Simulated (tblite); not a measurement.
# C32H18N2: the cost of one run

Programs: tblite 0.8.0 and PySCF 2.14.0, with routines of our own; each step states its level. All values are computed. Atoms count from 0.

## Step 1: The starting structure

52 atoms, charge 0, multiplicity 1; geometry from: force field, distance geometry or constructed start.

## Step 2: Geometry optimisation with GFN2-xTB

What the job is given:

```
{"job": {"kind": "relax", "xc": "GFN2-xTB", "basis": "xTB"}, "charge": 0, "multiplicity": 1}
N     -4.707100    -2.911600    -4.382300
C     -4.280600    -2.334700    -3.476400
C     -3.744300    -1.641800    -2.358900
C     -2.474500    -1.256700    -2.214000
C     -2.312800    -0.562500    -0.931300
C     -1.056700    -0.030200    -0.451600
C      0.019100    -0.839900     0.116800
C      1.073700    -0.071700     0.456600
C      2.290200    -0.593800     1.037900
C      2.377900    -1.173300     2.379100
C      3.636800    -1.563800     2.617200
C      4.100000    -2.166200     3.810800
N      4.480600    -2.657100     4.794500
C      4.422900    -1.241700     1.430800
C      5.736200    -1.454100     1.301900
C      6.591600    -1.142700     0.187300
C      6.279600    -0.605300    -1.004300
C      4.992600    -0.200100    -1.514500
C      3.802300    -0.198000    -0.897900
C      3.515700    -0.633300     0.451100
C      0.679000     1.301900     0.119100
C      1.445700     2.377600     0.346800
C      1.154100     3.768300     0.083700
C      0.063900     4.303400    -0.495000
C     -1.116200     3.668400    -1.007000
C     -1.449900     2.366000    -0.997800
C     -0.663000     1.273700    -0.469500
C     -3.510400    -0.518300    -0.290600
C     -3.732500     0.068400     1.008700
C     -4.891600     0.147700     1.679400
C     -6.196900    -0.315800     1.281500
C     -6.578400    -0.960200     0.171200
C     -5.784400    -1.379200    -0.963700
C     -4.469200    -1.195800    -1.171800
H     -1.662700    -1.428400    -2.906000
H     -0.049200    -1.911900     0.229100
H      1.539100    -1.258000     3.046400
H      6.283200    -1.916500     2.125000
H      7.644900    -1.387700     0.350800
H      7.092200    -0.450600    -1.709100
H      5.021100     0.162800    -2.537900
H      2.962100     0.149200    -1.482300
H      2.429400     2.233500     0.801900
H      1.941400     4.447100     0.392100
H      0.054000     5.394700    -0.596000
H     -1.834700     4.356800    -1.459000
H     -2.399400     2.105300    -1.446700
H     -2.860300     0.493300     1.507800
H     -4.869600     0.628400     2.654700
H     -6.977100    -0.099500     2.017400
H     -7.633600    -1.227400     0.087500
H     -6.365500    -1.901300    -1.716400
```

Command:

```bash
OMP_NUM_THREADS=2 python large_run.py task.json out
```

The driver reads the jobs from task.json and runs them one after another.

Q: Estimate the wall time and peak memory of this first job on 2 threads of Intel Xeon at 2.50GHz, shared host.

About 58 s, with a peak of 0.18 GiB.
